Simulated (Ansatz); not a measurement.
# S (sc type): how the settings move a single-point run

How sensitive is a single-point run of S (sc type) to its settings? A reference run comes first, then one run with altered input.

Method: reference: DFT, PBEsol, PAW with Ansatz's default frozen-core files, scalar-relativistic, in Ansatz 0.2.0.

2 further runs of the same task are left out: 1 that didn't finish, 1 set aside as unsound or not needed. Runs told in other sessions of the task aren't counted.

### Step 1. Starting point

It takes space group Pm-3m (No. 221, cubic). The conventional cell has a = 2.539 Å, b = 2.539 Å, c = 2.539 Å, α = 90.00°, β = 90.00°, γ = 90.00°. S (site symmetry m-3m) has 6 S at 2.54 Å in its first shell of neighbours.

As a file:

```cif
data_structure
_symmetry_space_group_name_H-M 'Pm-3m'
_symmetry_Int_Tables_number 221
_cell_length_a 2.5393
_cell_length_b 2.5393
_cell_length_c 2.5393
_cell_angle_alpha 90.000
_cell_angle_beta 90.000
_cell_angle_gamma 90.000
_cell_volume 16.37
loop_
_atom_site_label
_atom_site_type_symbol
_atom_site_symmetry_multiplicity
_atom_site_Wyckoff_symbol
_atom_site_fract_x
_atom_site_fract_y
_atom_site_fract_z
_atom_site_occupancy
S1 S 1 a 0.00000 0.00000 0.00000 1
```

### Step 2. Baseline

Input file input.yaml:

```yaml
crystal:
  lattice:
    - [2.539282711, 0.0, 0.0]
    - [0.0, 2.539282711, 0.0]
    - [0.0, 0.0, 2.539282711]
  atoms:
    - { symbol: S, position: [0.0, 0.0, 0.0] }
kpoints:
  mp_grid: { grid: [16, 16, 16] }
  band_path:
    path:
      - [0.0, 0.0, 0.0]
      - [0.0, 0.5, 0.0]
      - [0.5, 0.5, 0.0]
      - [0.0, 0.0, 0.0]
      - [0.5, 0.5, 0.5]
      - [0.0, 0.5, 0.0]
      - [0.5, 0.5, 0.5]
      - [0.5, 0.5, 0.0]
    npoints: 8
scf:
  occupations: { method: fermi_dirac, width: 0.05 }
hamiltonian:
  xc: pbesol
  pseudopotentials: { kind: paw }
output:
  forces: true
  stress: true
  eigenvalues: true
  populations: true
  dos: { projected: true, de: 0.2, e_range: [-14, 8] }
```

The run is started by

```bash
$ ansatz run input.yaml --threads 1 --pin off --max-ram 2048MiB --backend cpu --events-out ev --progress --plain --runs-dir out
```

### Step 3. Changing settings: mp_grid.grid [5, 5, 5]

input.yaml, as its differences from that of step 2:

```diff
@@ -8,3 +8,3 @@
 kpoints:
-  mp_grid: { grid: [16, 16, 16] }
+  mp_grid: { grid: [5, 5, 5] }
   band_path:
@@ -30,2 +30 @@
   populations: true
-  dos: { projected: true, de: 0.2, e_range: [-14, 8] }
```

Before running it: what results should come out? Wanted: for each run, ending; energy change; pressure; gap; force.

The runs gave:

| run | ending | energy change | pressure (GPa) | gap (eV) | force (eV/Å) | cycles | time |
| --- | --- | --- | --- | --- | --- | --- | --- |
| reference | converged | 0 | 0.0 | 0.00 | 0.00 | 6 | 1.9 s |
| 1: mp_grid.grid [5, 5, 5] | converged | +129.5 meV/atom | -4.3 | 0.00 | 0.00 | 6 | 0.46 s |

Times don't compare one to one where runs were asked for different outputs or read a saved state (see the inputs); cycles may leave out searches for a lower state.

Residual by cycle in the longest SCF loop of each run; runs are numbered as in the table. The quantity is the density residual dr2, in eV.

| cycle | reference | run 1 |
| --- | --- | --- |
| 1 | 0.00127 | 0.00362 |
| 2 | 2.6e-4 | 5.8e-4 |
| 3 | 1.0e-5 | 1.2e-5 |
| 4 | 1.1e-5 | 6.0e-6 |
| 5 | 2.4e-7 | 9.3e-7 |
| 6 | 1.3e-9 | 3.2e-8 |

Changing the k-point mesh moves the energy by +129.5 meV/atom, and the pressure goes from 0.0 to -4.3 GPa. Sampling errors of the energy have no fixed sign. Semilocal functionals close small gaps, so the missing gap need not be the real solid's.
